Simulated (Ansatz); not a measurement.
What does this script print? It uses Ansatz 0.2.0 through its Python package.

`energy_h2osizn.py`
```python
from pathlib import Path

import ansatz as az
import numpy as np

mol = (
    az.Crystal.molecule()
    .atom("O", (1.2364, -0.6538, 0.3789))
    .atom("Si", (-0.1022, 0.496, 0.1167))
    .atom("Zn", (-0.6561, -1.753, 0.6949))
    .atom("H", (-0.8812, 0.0276, -0.9796))
    .atom("H", (0.4529, 1.8095, -0.2523))
)

calculation = (
    mol.calculation()
    .basis(gaussian="cc-pVDZ")
    .correlation("mp2")
    .forces()
    .orbitals()
)
print(calculation.to_yaml())
res = calculation.run(threads=1, runs_dir="runs")
rep = res.report

print("reference energy %16.6f eV" % rep["reference_energy_ev"])
print("total energy     %16.6f eV" % rep["free_energy_ev"])
print("occupied (up, down):", rep["n_occupied"], " virtual:", rep["n_virtual"], " frozen:", rep["n_frozen"])

print("correlation energy", round(rep["free_energy_ev"] - rep["reference_energy_ev"], 5), "eV")
cluster = rep["correlation"].get("coupled_cluster")
if cluster:
    print("cycles", cluster["cycles"], " T1 diagnostic", round(cluster["t1_diagnostic"], 4), " largest double", round(cluster["largest_double"], 4))

symbols = [site.symbol for site in mol.cartesian_sites]
forces = np.array(rep["forces_ev_ang"])
print("largest force", round(float(np.linalg.norm(forces, axis=1).max()), 4), "eV/A, rms", round(float(np.sqrt((forces ** 2).mean())), 4))

charges = rep["charge_distribution"]
dipole = np.array(charges["dipole_moment_e_ang"]) * 4.803205
print("dipole (D): {:.3f} {:.3f} {:.3f}, length {:.3f}".format(*dipole, np.linalg.norm(dipole)))
print("atom  Mulliken   Lowdin")
for symbol, m, l in zip(symbols, charges["mulliken_charges_e"], charges["lowdin_charges_e"]):
    print(f"{symbol:4s} {m:9.3f} {l:8.3f}")

lines = Path(rep["orbitals_path"]).read_text().splitlines()
field_of = lambda key: [line.split("=")[1].strip() for line in lines if line.startswith(key)]
orbitals = [(27.211386 * float(e), s, float(n)) for e, s, n in zip(field_of("Ene="), field_of("Spin="), field_of("Occup="))]
homo = max(e for e, _, n in orbitals if n > 0.5)
lumo = min(e for e, _, n in orbitals if n < 0.5)
print(f"HOMO {homo:.3f} eV, LUMO {lumo:.3f} eV, gap {lumo - homo:.3f} eV")
```

Running `python energy_h2osizn.py` prints:
```text
crystal:
  periodic: [false, false, false]
  atoms:
    - { symbol: O, position_ang: [1.2364, -0.6538, 0.3789] }
    - { symbol: Si, position_ang: [-0.1022, 0.496, 0.1167] }
    - { symbol: Zn, position_ang: [-0.6561, -1.753, 0.6949] }
    - { symbol: H, position_ang: [-0.8812, 0.0276, -0.9796] }
    - { symbol: H, position_ang: [0.4529, 1.8095, -0.2523] }
basis:
  gaussian:
    orbitals: cc-pVDZ
correlation:
  method: mp2
output:
  orbitals: {}
  forces: true

reference energy    -58305.350429 eV
total energy        -58331.206138 eV
occupied (up, down): [16, 16]  virtual: [58, 58]  frozen: 11
correlation energy -25.85571 eV
largest force 4.9171 eV/A, rms 1.6802
dipole (D): -1.990 1.010 0.051, length 2.232
atom  Mulliken   Lowdin
O       -0.445   -0.034
Si       0.471    0.220
Zn       0.106   -0.104
H       -0.070   -0.040
H       -0.062   -0.043
HOMO -7.413 eV, LUMO -1.110 eV, gap 6.303 eV
```

Reading the output:
- Total energies depend on the basis set; only differences at equal settings carry meaning.
- The geometry is a force-field or estimated start, not a minimum of this method, and the basis set is short of its limit.
- The Löwdin charges here are taken after orthogonalising the functions within each atom; they differ from plain Löwdin charges, and their signs can be unphysical.
- Levels such as HOMO and LUMO are orbital energies: in Hartree-Fock the gap is too wide and the LUMO hangs on the basis.
- Inner cores stay frozen, so this is valence correlation.
- It ran for 7.9 s on 1 thread of Intel(R) Xeon(R) 6975P-C (Granite Rapids), with other jobs on the host, peak memory 0.29 GiB.

(Lines on the test bed's own set-up are left out of the output.)
